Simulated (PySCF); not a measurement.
Runs of PySCF 2.14.0 on GeBrH. The cell holds a molecule in a box, 3 atoms: a = 11.000 Å, b = 12.000 Å, c = 11.000 Å, α = 90.00°, β = 90.00°, γ = 90.00°. 

```csv
task,level,three-body dispersion term,conv_tol,exxdiv,grid for exchange and correlation,three-centre integrals,gap on the mesh (eV)
atomic charges,BHandHLYP+D3(BJ),no,1e-07 Ha,ewald,"Becke, atom-centred",read from an earlier run's file,5.80
atomic charges,HCTH407,-,1e-07 Ha,-,"Becke, atom-centred",read from an earlier run's file,(a)
MP2 correlation energy,HF,-,1e-08 Ha,ewald,-,read from an earlier run's file,9.47
CCSD(T) correlation energy,HF,-,1e-08 Ha,ewald,-,read from an earlier run's file,9.47
atomic charges,PBE,-,1e-07 Ha,-,"Becke, atom-centred",-,2.08
excitation energies (Tamm-Dancoff),PBE0,-,1e-08 Ha,ewald,"Becke, atom-centred",read from an earlier run's file,3.97
```

Alike in all rows: potentials or basis 6-31g* (all-electron); no spin polarisation; cell as given; k mesh 1 × 1 × 1; smearing fixed.

**Question.** Fill in the values left out.

**Answer.** (a) 2.17.

Caveats: this is a molecule in a periodic box at the Γ point, so its band gap is the HOMO-LUMO gap; relativity is left out, which matters for the heavier elements; the basis of atomic orbitals isn't converged, which shifts pressures, moduli and gaps; the basis is small and the box finite, so much correlation energy is missing and levels can be off by tenths of an eV (some runs); the iterative solver can pass over a root and still report convergence (some runs).

A k mesh can miss the band edges, and the runs leave out spin-orbit coupling on Br, Ge.
